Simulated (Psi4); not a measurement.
# UTPSS/def2-TZVP (core potential, sweep point 3) run of SbH2 (SMILES [SbH2])

Aim: a geometry optimisation of SbH2. 

The results are computed with Psi4 1.11.

1 further run of the same task is left out (set aside as unsound or not needed).

## (1) The molecule

SbH2 has 3 atoms, charge 0, and is taken as a doublet. As SMILES, `[SbH2]`. The coordinates come from a PBE0-D4/def2-TZVP relaxation. The run starts from this shape.

Bond lengths: Sb1–H2 1.711 Å, Sb1–H3 1.711 Å. Angles: H2–Sb1–H3 90.3°.

## (2) A geometry optimisation at UTPSS/def2-TZVP (core potential, sweep point 3)

The input, job.py:

```python
import psi4

psi4.set_memory('1600 MB')
psi4.set_num_threads(1)
psi4.core.set_output_file('psi4.out', False)

m = psi4.geometry("""
0 2
Sb     0.659800    -0.346300     0.315700
H      0.046700     1.244200     0.163200
H     -0.717300    -0.962700    -0.492100
symmetry c1
""")

psi4.set_options({
    'reference': 'uks',
    'puream': True,
    'scf_type': 'pk',
    'dft_radial_points': 99,
    'dft_spherical_points': 590,
    'g_convergence': 'gau_tight',
    'geom_maxiter': 50,
    'maxiter': 150,
})

e_tot, wfn = psi4.optimize("tpss/def2-TZVP", molecule=m, return_wfn=True)
print(f'tpss/def2-TZVP energy: {e_tot:.10f} Eh')
m.save_xyz_file('final.xyz', False)
```

On the command line:

```bash
python job.py
```

psi4.out:

```text
gradient() will perform analytic gradient computation.

   => Loading Basis Set <=

    Name: DEF2-TZVP
    Role: ORBITAL
    Keyword: BASIS

    !!!  WARNING: ECP capability is in beta. Please check occupations closely.  !!!

         ---------------------------------------------------------
                                   SCF
                              UKS Reference
                        1 Threads,   1525 MiB Core
         ---------------------------------------------------------

  ==> Geometry <==

    Molecular point group: c1
    Full point group: Cs

    Geometry (in Angstrom), charge = 0, multiplicity = 2:

       Center              X                  Y                   Z               Mass
    ------------   -----------------  -----------------  -----------------  -----------------
         SB           0.018101167620    -0.008024864008    -0.000000000000   120.903812000000
         H           -0.594207505114     1.590072817391    -0.000000000000     1.007825032230
         H           -1.577300541392    -0.627369353675     0.000000000000     1.007825032230

  Running in c1 symmetry.

  Rotational constants: A =      5.83188  B =      5.68596  C =      2.87900 [cm^-1]
  Rotational constants: A = 174835.43010  B = 170460.86689  C =  86310.21890 [MHz]
  Nuclear repulsion =   14.441752902689419

  Charge       = 0
  Multiplicity = 2
  Electrons    = 25
  Nalpha       = 13
  Nbeta        = 12

  ==> Algorithm <==

  SCF Algorithm Type is PK.
  DIIS enabled.
  MOM disabled.
  Fractional occupation disabled.
  Guess Type is SAD.
  Energy threshold   = 1.00e-08
  Density threshold  = 1.00e-08
  Integral threshold = 1.00e-12

  ==> Primary Basis <==

  Basis Set: DEF2-TZVP
    Blend: DEF2-TZVP
    Number of shells: 24
    Number of basis functions: 62
    Number of Cartesian functions: 71
    Spherical Harmonics?: true
    Max angular momentum: 3

  Core potential: DEF2-TZVP
    Number of shells: 4
    Number of ECP primitives: 18
    Number of ECP core electrons: 28
    Max angular momentum: 3

  ==> DFT Potential <==

   => LibXC <=

    Version 7.1.2

   => Composite Functional: TPSS <=

    TPSS Meta-GGA XC Functional

    Deriv               =              1
    GGA                 =           TRUE
    Meta                =           TRUE

    Exchange Hybrid     =          FALSE
    MP2 Hybrid          =          FALSE

   => Exchange Functionals <=

    1.0000   XC_MGGA_X_TPSS

   => Correlation Functionals <=

    1.0000   XC_MGGA_C_TPSS

   => LibXC Density Thresholds  <==

    XC_MGGA_C_TPSS:  1.00E-15
    XC_MGGA_X_TPSS:  1.00E-15

   => Molecular Quadrature <=

    Radial Scheme          =       TREUTLER
    Pruning Scheme         =           NONE
    Nuclear Scheme         =       TREUTLER

    Blocking Scheme        =         OCTREE
    BS radius alpha        =              1
    Pruning alpha          =              1
    Radial Points          =             99
    Spherical Points       =            590
    Total Points           =         166838
    Total Blocks           =           1281
    Max Points             =            256
    Max Functions          =             62
    Weights Tolerance      =       1.00E-15

  ==> Integral Setup <==

  Using in-core PK algorithm.
   Calculation information:
      Number of atoms:                   3
      Number of AO shells:              24
      Number of primitives:             41
      Number of atomic orbitals:        71
      Number of basis functions:        62

      Integral cutoff                 1.00e-12
      Number of threads:                 1

  Performing in-core PK
  Using 3816162 doubles for integral storage.
  We computed 45150 shell quartets total.
  Whereas there are 45150 unique shell quartets.

  ==> DiskJK: Disk-Based J/K Matrices <==

    J tasked:                  Yes
    K tasked:                   No
    wK tasked:                  No
    Memory [MiB]:              456
    Schwarz Cutoff:          1E-12

  Cached 100.0% of DFT collocation blocks in 0.672 [GiB].

  Minimum eigenvalue in the overlap matrix is 6.6760536696E-03.
  Reciprocal condition number of the overlap matrix is 1.5254365392E-03.
    Using symmetric orthogonalization.

  ==> Pre-Iterations <==

  SCF Guess: Superposition of Atomic Densities via on-the-fly atomic UHF (no occupation information).

   -------------------------
    Irrep   Nso     Nmo
   -------------------------
     A         62      62
   -------------------------
    Total      62      62
   -------------------------

  ==> Iterations <==

                        Total Energy        Delta E     RMS |[F,P]|

   @UKS iter SAD:  -239.76319383959034   -2.39763e+02   0.00000e+00
   @UKS iter   1:  -241.05785322911359   -1.29466e+00   1.25925e-02 DIIS/ADIIS
   @UKS iter   2:  -241.04058181392116    1.72714e-02   1.49656e-02 DIIS/ADIIS
   @UKS iter   3:  -241.32605023060739   -2.85468e-01   6.57113e-04 DIIS/ADIIS
   @UKS iter   4:  -241.32637069518341   -3.20465e-04   6.38615e-04 DIIS/ADIIS
   @UKS iter   5:  -241.32713463844360   -7.63943e-04   5.25462e-05 DIIS
   @UKS iter   6:  -241.32714234191999   -7.70348e-06   4.91476e-06 DIIS
   @UKS iter   7:  -241.32714251069777   -1.68778e-07   1.71308e-06 DIIS
   @UKS iter   8:  -241.32714253123882   -2.05411e-08   1.01611e-06 DIIS
   @UKS iter   9:  -241.32714253597121   -4.73239e-09   3.32897e-07 DIIS
   @UKS iter  10:  -241.32714253618445   -2.13248e-10   1.49073e-07 DIIS
   @UKS iter  11:  -241.32714253624152   -5.70708e-11   1.03521e-08 DIIS
   @UKS iter  12:  -241.32714253624192   -3.97904e-13   1.22122e-09 DIIS
  Energy and wave function converged.

  ==> Post-Iterations <==

[... 7 lines left out ...]
   @S^2 Observed:                7.538682818E-01
[... 38 lines left out ...]
    Final Occupation by Irrep:
[... 11 lines left out ...]
    One-Electron Energy =                -449.6458640871311445
[... 2 lines left out ...]
    Empirical Dispersion Energy =           0.0000000000000000
[... 25 lines left out ...]
 Dipole X            :          3.4397646           -3.3168118            0.1229529
[... 67 lines left out ...]
    Weights Tolerance      =       1.00E-15
[... 46 lines left out ...]
	   Step    Total Energy     Delta E     Max Force     RMS Force      Max Disp      RMS Disp   ~
[... 84 lines left out ...]
    !!!  WARNING: ECP capability is in beta. Please check occupations closely.  !!!
[... 34 lines left out ...]
   @UKS iter   1:  -241.32715908654237   -3.89742e-03   7.90683e-05 DIIS
[... 2 lines left out ...]
   @UKS iter   4:  -241.32717260638248   -7.83586e-08   2.57186e-06 DIIS
[... 2 lines left out ...]
   @UKS iter   7:  -241.32717261621019   -4.86011e-12   9.35706e-09 DIIS
[... 10 lines left out ...]
   @S^2 Expected:                7.500000000E-01
[... 2 lines left out ...]
   @S   Observed:                5.000000000E-01
[... 12 lines left out ...]
    Nuclear Repulsion Energy =             14.3476957906400582
[... 2 lines left out ...]
    DFT Exchange-Correlation Energy =     -19.9760955637815165
[... 2 lines left out ...]
    Total Energy =                       -241.3271726162101913
[... 25 lines left out ...]
 Dipole Z            :          0.0000000            0.0000000            0.0000000
[... 82 lines left out ...]
	Measures of convergence in internal coordinates in au.
[... 70 lines left out ...]
    Weights Tolerance      =       1.00E-15
[... 20 lines left out ...]
   @UKS iter   1:  -241.32717660658886    1.03489e-03   2.06508e-05 DIIS
[... 2 lines left out ...]
   @UKS iter   4:  -241.32717752691707   -5.43008e-09   6.76063e-07 DIIS
[... 2 lines left out ...]
  Energy and wave function converged.
[... 10 lines left out ...]
   @S^2 Observed:                7.538985922E-01
[... 3 lines left out ...]
    Final Occupation by Irrep:
[... 11 lines left out ...]
    One-Electron Energy =                -449.5071757825832037
[... 2 lines left out ...]
    Empirical Dispersion Energy =           0.0000000000000000
[... 25 lines left out ...]
 Dipole X            :          3.4739736           -3.3410290            0.1329446
[... 42 lines left out ...]
    Weights Tolerance      =       1.00E-15
[... 46 lines left out ...]
	   Step    Total Energy     Delta E     Max Force     RMS Force      Max Disp      RMS Disp
[... 83 lines left out ...]
                        Total Energy        Delta E     RMS |[F,P]|
[... 3 lines left out ...]
   @UKS iter   2:  -241.32717753636140    8.36735e-11   4.40797e-07 DIIS
[... 2 lines left out ...]
   @UKS iter   5:  -241.32717753671540   -2.27374e-13   7.59972e-10 DIIS
[... 10 lines left out ...]
   @S^2 Expected:                7.500000000E-01
[... 2 lines left out ...]
   @S   Observed:                5.000000000E-01
[... 12 lines left out ...]
    Alpha Virtual:

      14A     -0.034289    15A     -0.002489    16A      0.100217
      17A      0.102118    18A      0.107241    19A      0.137963
      20A      0.148906    21A      0.151274    22A      0.152354
[... 12 lines of this table left out ...]
      59A     39.091403    60A     39.100599    61A     39.880097
      62A    112.810974

    Beta Occupied:

       1A     -5.533695     2A     -3.792900     3A     -3.792387
       4A     -3.789268     5A     -1.210100     6A     -1.209941
       7A     -1.209602     8A     -1.206532     9A     -1.206485
      10A     -0.506643    11A     -0.309751    12A     -0.257158

    Beta Virtual:

      13A     -0.144001    14A     -0.026945    15A      0.008872
      16A      0.104566    17A      0.106041    18A      0.129123
      19A      0.156905    20A      0.167416    21A      0.178950
[... 13 lines of this table left out ...]
      61A     39.881494    62A    112.811965

    Final Occupation by Irrep:
              A
    DOCC [    12 ]
    SOCC [     1 ]
    NA   [    13 ]
    NB   [    12 ]

  @UKS Final Energy:  -241.32717753671540

   => Energetics <=

    Nuclear Repulsion Energy =             14.3736857183261364
    One-Electron Energy =                -449.5082554467421687
    Two-Electron Energy =                 213.7846771107812742
    DFT Exchange-Correlation Energy =     -19.9772849190806632
    Empirical Dispersion Energy =           0.0000000000000000
    VV10 Nonlocal Energy =                  0.0000000000000000
    Total Energy =                       -241.3271775367153964

  UHF NO Occupations:
  HONO-2 :   11  A 1.9995017
  HONO-1 :   12  A 1.9989066
  HONO-0 :   13  A 1.0000000
  LUNO+0 :   14  A 0.0010934
  LUNO+1 :   15  A 0.0004983
  LUNO+2 :   16  A 0.0003205
  LUNO+3 :   17  A 0.0000161

Computation Completed

Properties will be evaluated at   0.000000,   0.000000,   0.000000 [a0]

Properties computed using the SCF density matrix

 Multipole Moments:

 ------------------------------------------------------------------------------------
     Multipole            Electronic (a.u.)      Nuclear  (a.u.)        Total (a.u.)
 ------------------------------------------------------------------------------------

 L = 1.  Multiply by 2.5417464519 to convert [e a0] to [Debye]
 Dipole X            :          3.4742952           -3.3413198            0.1329754
 Dipole Y            :         -1.5403037            1.4813499           -0.0589538
 Dipole Z            :         -0.0000000            0.0000000           -0.0000000
 Magnitude           :                                                    0.1454579

 ------------------------------------------------------------------------------------

	total time  =          5 seconds =       0.08 minutes

         ------------------------------------------------------------
                                   SCF GRAD
         ------------------------------------------------------------

  ==> Geometry <==

    Molecular point group: c1
    Full point group: Cs

    Geometry (in Angstrom), charge = 0, multiplicity = 2:

       Center              X                  Y                   Z               Mass
    ------------   -----------------  -----------------  -----------------  -----------------
         SB           0.018234917612    -0.008084318504    -0.000000000000   120.903812000000
         H           -0.601164319344     1.596050371663    -0.000000000000     1.007825032230
         H           -1.586389055842    -0.626214444541     0.000000000000     1.007825032230

  Nuclear repulsion =   14.373685718326136

   => Molecular Quadrature <=

    Radial Scheme          =       TREUTLER
    Pruning Scheme         =           NONE
    Nuclear Scheme         =       TREUTLER

    Blocking Scheme        =         OCTREE
    BS radius alpha        =              1
    Pruning alpha          =              1
    Radial Points          =             99
    Spherical Points       =            590
    Total Points           =         166855
    Total Blocks           =           1285
    Max Points             =            255
    Max Functions          =             62
    Weights Tolerance      =       1.00E-15

  -Total Gradient:
     Atom            X                  Y                   Z
    ------   -----------------  -----------------  -----------------
       1        0.000003403990    -0.000001545598     0.000000000000
       2        0.000004601809    -0.000000392066     0.000000000000
       3        0.000003424689    -0.000003130070    -0.000000000000

	total time  =          2 seconds =       0.03 minutes

    			-----------------------------------------

    			 OPTKING 3.0: for geometry optimizations

    			        with contributions from

    			-----------------------------------------

	                            ===> Fragment 1 <==

	 Z (Atomic Numbers)          Masses                          Geom
	      51.000000            120.903812         0.03445900 -0.01527715 -0.00000000
	       1.000000             1.007825         -1.13603592  3.01609808 -0.00000000
	       1.000000             1.007825         -2.99784084 -1.18337380  0.00000000

	 - Coordinate -           - BOHR/RAD -       - ANG/DEG -
	 R(1,2)           =         3.249507           1.719565
	 R(1,3)           =         3.249506           1.719565
	 B(2,1,3)         =         1.570005          89.954679

	        --- Internal Coordinate Step in ANG or DEG, aJ/ANG or AJ/DEG ---
	-------------------------------------------------------------------------------
	           Coordinate      Previous         Force          Change          New
	           ----------      --------        ------          ------        ------
	               R(1,2)       1.71956       -0.00001       -0.00000       1.71956
	               R(1,3)       1.71956       -0.00001       -0.00000       1.71956
	             B(2,1,3)      89.95468       -0.00000       -0.00149      89.95319
	-------------------------------------------------------------------------------

	                                 ==> Convergence Check <==

	Measures of convergence in internal coordinates in au.

	Criteria marked as inactive (o), active & met (*), and active & unmet ( ).

	----------------------------------------------------------------------------------------------
	   Step    Total Energy     Delta E     Max Force     RMS Force      Max Disp      RMS Disp
	----------------------------------------------------------------------------------------------
	  Convergence Criteria              o    1.50e-05 *    1.00e-05 *    6.00e-05 *    4.00e-05 *
	----------------------------------------------------------------------------------------------
	     4    -241.32717754   -9.13e-09 o    3.92e-06 *    2.38e-06 *    2.59e-05 *    1.56e-05 *  ~
	----------------------------------------------------------------------------------------------

Next Geometry in Ang
	Fragment 1 (Ang)

	   Sb   0.0182433152  -0.0080879485  -0.0000000000
	    H  -0.6011756918   1.5960359008  -0.0000000000
	    H  -1.5863860809  -0.6261963437   0.0000000000

    Final optimized geometry and variables:
    Molecular point group: c1
    Full point group: Cs

    Geometry (in Angstrom), charge = 0, multiplicity = 2:

    SB           0.018234917612    -0.008084318504    -0.000000000000
    H           -0.601164319344     1.596050371663    -0.000000000000
    H           -1.586389055842    -0.626214444541     0.000000000000

[set-up sections that repeat, and orbital energies of the middle runs, are left out above]
```

On the terminal:

```text
Some dependencies such as QCElemental have not yet finished migration to pydantic v2. If issues are encountered please downgrade pydantic or upgrade QCElemental as appropriate
	Denominators (dg)(dq) or (dq)(dq) are very small.
	Skipping Hessian update for step 3.
Optimizer: Optimization complete!
tpss/def2-TZVP energy: -241.3271775367 Eh
```

Run time: 42 s. Hardware: 1 thread of Intel Xeon 6975P-C (Granite Rapids), shared host; peak memory 1 GiB.

Step by step:

```csv
step,energy from the first frame kept (eV),largest force (eV/Å)
0,0.0000,0.1711
1,-0.0008,0.0544
2,-0.0010,0.0011
3,-0.0010,0.0002
```

After the run. Bond lengths: Sb1–H2 1.720 Å, Sb1–H3 1.720 Å. Angles: H2–Sb1–H3 90.0°.

## (3) What came out

At UTPSS/def2-TZVP (core potential, sweep point 3):

```
                          quantity          value
           total energy at the end  -241.32718 Eh
                     dipole moment         0.37 D
HOMO energy (highest over α and β)       -5.41 eV
 LUMO energy (lowest over α and β)       -3.92 eV
                              ⟨S²⟩          0.754
```

In words: At the final geometry: Bond lengths: Sb1–H2 1.720 Å, Sb1–H3 1.720 Å. Angles: H2–Sb1–H3 90.0°. The optimisation took 4 steps and changed the energy by -0.001 eV.
